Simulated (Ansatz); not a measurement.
# ReSbP: the cost of one run

Computed with Ansatz 0.2.0 (DFT PBE, scalar-relativistic, plane waves, PAW, unless a step's input says otherwise).

## 1. Starting point

It takes space group P-6m2 (No. 187, hexagonal). The conventional cell has a = 4.162 Å, b = 4.162 Å, c = 4.057 Å, α = 90.00°, β = 90.00°, γ = 120.00°. Around Re (site symmetry -6m2) lie 6 P at 3.14 Å and 6 Sb at 3.14 Å. Around Sb (site symmetry -6m2) lie 3 P at 2.40 Å. Around P (site symmetry -6m2) lie 3 Sb at 2.40 Å and 6 Re at 3.14 Å.

As a file:

```
Re Sb P
1.0
     4.16246    0.00000    0.00000
    -2.08123    3.60479    0.00000
     0.00000    0.00000    4.05713
Re Sb P
1 1 1
Direct
  0.66667 0.33333 0.50000
  0.00000 0.00000 0.00000
  0.33333 0.66667 0.00000
```

The cell is invented: species swapped into a database cell of DyNiAs (P-6m2, No. 187), with Re on the Dy sites, P on the Ni sites and Sb on the As sites. The dimensions are guesses.

## 2. A first look at the guess

File input.yaml:

```yaml
crystal:
  lattice:
    - [4.16245685, 0.0, 0.0]
    - [-2.08122843, 3.60479338, 0.0]
    - [0.0, 0.0, 4.05713051]
  atoms:
    - { symbol: Re, position: [0.66666667, 0.33333333, 0.5] }
    - { symbol: Sb, position: [0.0, 0.0, 0.0] }
    - { symbol: P, position: [0.33333333, 0.66666667, 0.0] }
basis:
  ecutwfc: 420
kpoints:
  mp_grid: { grid: [6, 6, 4] }
hamiltonian:
  xc: pbe
scf:
  occupations: { method: gaussian, width: 0.1 }
  lower_state_search: "off"
output:
  forces: true
  stress: true
  eigenvalues: true
```

The run is started by

```sh
> ansatz run input.yaml --threads 1 --pin off --max-ram 2560MiB --backend cpu --events-out ev --progress --plain --runs-dir out
```

What time and memory should one allow on 1 thread of Arm Neoverse N1, shared host?

About 5.2 s, with a peak of 0.33 GiB.
